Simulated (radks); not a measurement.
# Ionisation of Ag³²⁺: one atom, several choices of relativity

An exercise on one series of results from a longer session: the logs are not shown, and one member is left open.

Program: radks (a radial shooting solver on a logarithmic mesh, Libxc functionals) version 1. Level of theory: Kohn-Sham, PBE, spin-unpolarised, spherical densities. These are calculated values, not measurements, unless marked.

### The system

- element: silver (Z = 47)
- charge: +32
- electrons: 15
- configuration: [Ne] 3s2 3p3
- ion: Ag³³⁺, [Ne] 3s2 3p2
- choices: non-relativistic; scalar-relativistic; Dirac, 2j+1 shares; Dirac, low j first; scalar-relativistic, finite nucleus; Dirac, 2j+1 shares, finite nucleus; Dirac, c × 1.5; Dirac, c × 5; Dirac, c × 0.75

The first run:

Settings of this run:

```text
Z 47
configuration [Ne] 3s2 3p3
relativity non-relativistic
functional pbe,pbe
spin unpolarised
nucleus point
```

Run with:

```bash
python run_ks.py task.json out
```

The same process makes all the runs of this session.

Among the steps run: non-relativistic: Ag³²⁺.

One table of the session follows, with a row left open; its other results are not shown here.

It belongs to the step «non-relativistic: Ag³²⁺». Sizes of the orbitals, from the radial functions (bohr):

| level | <r> | outermost maximum (interpolated) | 90 % within | nodes |
| --- | --- | --- | --- | --- |
| 1s | ? | ? | ? | ? |
| 2s | 0.1385 | 0.118 | 0.212 | 1 |
| 2p | 0.1182 | 0.0928 | 0.191 | 0 |
| 3s | 0.3373 | 0.319 | 0.488 | 2 |
| 3p | 0.3226 | 0.302 | 0.476 | 1 |

Estimate the missing values for 1s.

**Answer.** <r>: 0.03238; outermost maximum (interpolated): 0.0214; 90 % within: 0.0576; nodes: 0. In the column «<r>» it is the lowest.

To keep in mind: Spin polarisation and multiplet splitting of open shells are left out at every level.
